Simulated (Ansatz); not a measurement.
The system is Hf2Pd2Se2Br2O3.

```
CELL_PARAMETERS angstrom
5.60663 -0.09346 -0.01409
1.61393 5.33512 0.00251
1.36916 1.91529 8.31543
ATOMIC_POSITIONS crystal
Hf 0.23317 0.65161 0.02284
Hf 0.76683 0.34839 0.97716
Pd 0.00000 0.50000 0.50000
Pd 0.00000 0.00000 0.50000
Se 0.02419 0.33917 0.25331
Se 0.97581 0.66083 0.74669
Br 0.50000 0.50000 0.50000
Br 0.50000 0.00000 0.50000
O 0.44792 0.35724 0.92101
O 0.55208 0.64276 0.07899
O 0.00000 0.00000 0.00000
```

The cell was built by a generator and needn't be a form met in nature.

Program: Ansatz 0.2.0. Alike in all runs: potentials or basis Ansatz PAW; no spin polarisation; cell as given; k mesh 5 × 5 × 4; cutoff (eV) 420; smearing fermi-dirac 0.05 eV.

Q: Order these runs on this cell by their pressure, lowest first.
A. level revPBE; points for each segment of the path 10
B. level PBE
C. level PBEsol; points for each segment of the path 10

A: C (-3.6 GPa), B (-0.1 GPa), A (1.6 GPa).

Caveats: the PAW data sets come from PBE, with cores solved anew for the run's functional, which leaves a small shift of forces and pressure (some runs); the potentials were made for another functional, which shifts forces and pressure (some runs).

Not every run made on this cell is shown here.
